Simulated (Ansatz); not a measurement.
This script makes a table of relaxed lattice constants and trends of a series on the Cu3Au structure: MgBe3, Ca3Mg, Sr3Mg, Ba3Mg with Ansatz 0.2.0, Python API.

The script, `mgbe3_series.py`:
```python
import ansatz as az
import numpy as np
from tabulate import tabulate


def cu3au(A, B, a):
    return (
        az.Lattice.cubic(a)
        .space_group(221)
        .atom(A, (0, 0, 0))
        .atom(B, (0, 0.5, 0.5))
    )


def compute(name, crystal, relax=True):
    calc = crystal.calculation()
    calc = calc.functional("pbesol").basis(450)
    calc = calc.scf(tolerance=1e-08)
    calc = calc.kpoints(spacing=0.27).occupations("fermi_dirac", width=0.05)
    calc = calc.stress()
    calc = calc.band_table()
    if relax:
        calc = calc.relax(force_tolerance=0.01, max_steps=40, cell=True)
    return calc.run()

def bulk_modulus(name, outcome, step=0.02):
    # B = -V dP/dV from the pressures of two uniformly scaled cells, atoms held at their fractions
    pressure = []
    for factor in (1 - step, 1.0, 1 + step):
        cell = az.Crystal(lattice=az.Lattice.of(outcome.lattice.cell_ang * factor ** (1 / 3)))
        for site in outcome.report["lattice"]["sites"]:
            cell = cell.atom(site["symbol"], site["position_frac"])
        pressure.append(np.trace(compute(name, cell, relax=False).report["stress_gpa"]) / 3)
    slope, bend = (pressure[0] - pressure[2]) / (2 * step), abs(pressure[0] + pressure[2] - 2 * pressure[1])
    # a jump of mesh or basis between the cells shows as a kink: no modulus then
    return float(slope) if bend < 12 * step**2 * abs(slope) + 0.15 and abs(pressure[1]) < 1.5 else float("nan")


def volume_per_atom(outcome):
    return abs(np.linalg.det(outcome.lattice.cell_ang)) / len(outcome.lattice.sites)

phases = {}
phases["MgBe3"] = cu3au("Mg", "Be", 3.99)
phases["Ca3Mg"] = cu3au("Mg", "Ca", 5.33)
phases["Sr3Mg"] = cu3au("Mg", "Sr", 5.65)
phases["Ba3Mg"] = cu3au("Mg", "Ba", 5.99)

done = {}
for name, crystal in phases.items():
    try:
        done[name] = compute(name, crystal)
    except az.NonConvergedError as error:
        print(name, "did not converge:", str(error)[:120])

rows = [(name, float(np.linalg.norm(o.lattice.cell_ang[0])), volume_per_atom(o), bulk_modulus(name, o)) for name, o in done.items()]
print(tabulate(rows, headers=["compound", "a (A)", "V (A^3/atom)", "B (GPa)"], floatfmt=".4f", tablefmt="simple"))
```

Rank the compounds by their relaxed volume per atom.

From smallest to largest: MgBe3 (11.26 Å³), Ca3Mg (35.20 Å³), Sr3Mg (43.04 Å³) and Ba3Mg (46.99 Å³). The largest is 317 % above the smallest.

The run itself:

```console
$ python mgbe3_series.py
DeckWarning: relax.cell: scf.convergence.dr2_threshold = 1e-8 eV is looser than the 4e-10 eV advised for a relaxation that steers and ends on the stress (1e-10 eV for each atom of the cell: 4). What [...]
DeckWarning: output.stress: scf.convergence.dr2_threshold = 1e-8 eV is looser than the 4e-10 eV advised for a printed stress (1e-10 eV for each atom of the cell: 4). What an SCF threshold leaves in a [...]
compound      a (A)    V (A^3/atom)    B (GPa)
----------  -------  --------------  ---------
MgBe3        3.5582         11.2623    82.9759
Ca3Mg        5.2024         35.2013    20.6505
Sr3Mg        5.5632         43.0441    15.5728
Ba3Mg        5.7281         46.9865    10.9772
```
(Warnings from the package without file and line, shortened.)

Reading the output:
- For the metals among these phases the mesh is modest: differences between phases can be off by up to 40 meV an atom.
- The bulk modulus is taken at fixed shape and positions, an upper value where these are free.
- Pressure is positive in compression.
- The cells are built on a prototype by substitution; a member may or may not take this structure in nature.
- Finished in 72 s on 1 thread of Arm Neoverse V2, with other jobs on the host, peak memory 0.54 GiB.

(Lines on the test bed's own set-up are left out of the output.)
